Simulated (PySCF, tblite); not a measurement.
**CH₅F₂Si₂ radical, a small gas-phase stand-in for a defect centre (Si site with back bonds C[SiH3], F, F): EPR parameters**

What EPR parameters should one expect for `F[Si](F)C[SiH3]`? It is drawn as: dangling bond.

Programs: tblite 0.8.0 and PySCF 2.14.0. All values are calculated, for the isolated system unless a continuum is named. Atoms count from 0, parts from 1.

### Step 1. The system as given

10 atoms, charge 0, multiplicity 2; geometry: distance geometry start.

### Step 2. Relaxing the cluster with GFN2-xTB

Job settings and geometry (Å):

```
{"job": {"kind": "relax", "xc": "GFN2-xTB", "basis": "xTB"}, "charge": 0, "multiplicity": 2}
Si    -0.790669     0.953409     1.650941
C      0.442303    -0.356746     1.292168
Si     0.917541    -0.305451    -0.511023
F     -0.261566     2.201820     2.622621
F     -1.796485     1.390325     0.373627
H      0.045545    -1.296739     1.510794
H      1.315400    -0.187494     1.865260
H      0.117228     0.679637    -1.153114
H      0.695695    -1.572623    -1.113854
H      2.282166     0.048100    -0.604388
```

With the program's defaults for keys left out, this is: GFN2-xTB geometry optimisation, gas phase.

Started as:

```sh
OMP_NUM_THREADS=1 python cluster_run.py task.json out
```

The driver reads the jobs from task.json and runs them one after another.

**Question.** The jobs that follow are: PBE0-D3(BJ)/def2-SVP geometry optimisation, gas phase; UKS B3LYP, IGLO-III on C F Si, pcH-1 on H, non-relativistic, mean-field spin-orbit, GIAO; UKS BHandHLYP, IGLO-III on C F Si, pcH-1 on H, non-relativistic, mean-field spin-orbit, GIAO. Predict: point group; rotational constants (main isotopes); g(iso) (B3LYP); ⟨S²⟩; largest a(iso).

As calculated:

| quantity | value |
| --- | --- |
| point group | C1 |
| rotational constants (main isotopes) | 4.64, 1.88, 1.71 GHz |
| g(iso) (B3LYP) | 2.00148 |
| ⟨S²⟩ | 0.752 (exact 0.75) |
| largest a(iso) | 29Si on Si0, -909.7 MHz |

The start of the PBE0/def2-SVP relaxation was shaken at random by about 0.01 Å, so part of the energy gained, and of the first lengths quoted, undoes that. The optimisation took 13 steps and gained 0.141 eV; among the close pairs (by a distance rule), Si2–H7 changed most, from 1.434 to 1.492 Å (PBE0/def2-SVP). No frequency check was run at this level, so the end point may be a saddle. Si0 carries the largest spin population, 0.83 e. The isotropic g lies 0.8 ppt below the free-electron value. The coupling of 29Si on Si0 runs from -948.2 (BHandHLYP/IGLO-III+pcH-1) to -909.7 MHz (B3LYP/IGLO-III+pcH-1).
